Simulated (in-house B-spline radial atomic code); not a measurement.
# Cd¹⁹⁺: parity violation, electron EDM and field shifts

Aim: for Cd¹⁹⁺, one electron outside the core [Ar] 3d10, the dipole amplitudes that the weak charge of the nucleus induces, the enhancement of an electron EDM and the field-shift constants, at three levels.

Program: an in-house B-spline radial atomic code, version 1. Level of theory: Dirac-Hartree-Fock, RPA and Brueckner orbitals, sums over states, B-spline basis. These are calculated values, not measurements, unless marked.

### 1 Starting point

- element: cadmium (Z = 48)
- charge: +19
- closed core: [Ar] 3d10
- nucleus: mass number 114, rms radius 4.609 fm

### 2 The run and its levels

Settings of the run, as the program recorded them:

```ini
basis_form = 2
Z = 48
core_configuration = [Ar] 3d10
rms_radius = 4.6087
mass_number = 114
speed_of_light = 137.035999084
box_radius = 3.5
lmax = 6
intervals = 58
virtual_cutoff = 4608.0
```

Launch:

```sh
$ python run_mb.py task.json out
```

Further steps of the session: Weak-charge mixing; Electron EDM and scalar-pseudoscalar coupling; Response to the nuclear radius.

**Question.** What will these runs give? Wanted: E1; EDM enhancement, 4s1/2; atomic EDM per C_SP and nucleon, 4s1/2; field shift, 4s1/2.

As calculated:

| quantity | value |
| --- | --- |
| E1 (5s1/2 – 4s1/2) per unit weak charge | 0.001549 × 10⁻¹¹ e bohr |
| EDM enhancement, 4s1/2 | 33.69 |
| atomic EDM per C_SP and nucleon, 4s1/2 | -0.1617 × 10⁻²⁰ e cm |
| field shift, 4s1/2 | 92.39 GHz/fm² |

**Reading.** For 5s1/2 – 4s1/2 core polarisation (RPA) moves the amplitude by -0.42 % and the Brueckner orbitals by a further +0.15 %. The EDM enhancement of 4s1/2 is 33.7, so in that state the EDM exceeds the electron's own. These effects come from s and p1/2 electrons at the nucleus and grow steeply with Z. 4p3/2 has no density at the nucleus, so its DHF field shift is near zero; the RPA value, -4.76 GHz/fm², comes from the core's response and has the opposite sign to that of the s states. Breit, QED, the neutron skin and higher orders are left out.
